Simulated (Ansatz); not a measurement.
**HSeS+ (SMILES [SH+]=[Se]): single points off equilibrium**

An exercise on one series of results from a longer session: the logs are not shown, and one member is left open.

Computed with Ansatz 0.2.0, Gaussian basis. Level: single points in def2-TZVPP.

Correlated methods freeze the cores. Filled d shells of the heavier atoms are correlated.

## Where the work starts

3 atoms, charge 1, spin multiplicity 1.

Atoms are counted from 1 here; the program's logs count them from 0.

Bond lengths: S1–Se2 1.916 Å, S1–H3 1.367 Å. Angles: Se2–S1–H3 105.4°.

As a file:

```xyz
3
HSSe
S    -0.27600   -0.53280   -0.28450
Se    1.31180   -0.02510    0.66050
H    -0.96810    0.62980   -0.48170
```

The first run:

File run/in.yaml:

```yaml
crystal:
  periodic: [false, false, false]
  atoms:
    - {symbol: S, position_ang: [-0.276000, -0.532800, -0.284500]}
    - {symbol: Se, position_ang: [1.311800, -0.025100, 0.660500]}
    - {symbol: H, position_ang: [-0.968100, 0.629800, -0.481700]}
basis:
  gaussian: {orbitals: def2-TZVPP}
total_charge: 1
correlation: {method: ccsd_t}
output: {forces: true}
```

No record of the launch command was kept for these runs.

Among the steps run: CCSD(T)/def2-TZVPP; PBE0-D4/def2-TZVPP; wB97M-V/def2-TZVPP; r2SCAN-D4/def2-TZVPP; PBE-D4/def2-TZVPP; revPBE-D4/def2-TZVPP; BLYP-D4/def2-TZVPP.

One table of the session follows, with a row left open; its other results are not shown here.

```
   method  RMS force component (eV/Å)  angle to CCSD(T) forces (°)
  CCSD(T)                       2.030                    reference
  PBE0-D4                       1.685                          2.7
  wB97M-V                           ?                            ?
r2SCAN-D4                       1.751                          4.0
   PBE-D4                       1.974                          7.1
revPBE-D4                       2.052                          6.8
  BLYP-D4                       2.192                          6.0
```

Q: Estimate the row for wB97M-V from the others.

As computed: RMS force component (eV/Å): 1.653; angle to CCSD(T) forces (°): 1.6. In the column «RMS force component (eV/Å)» it is the lowest.
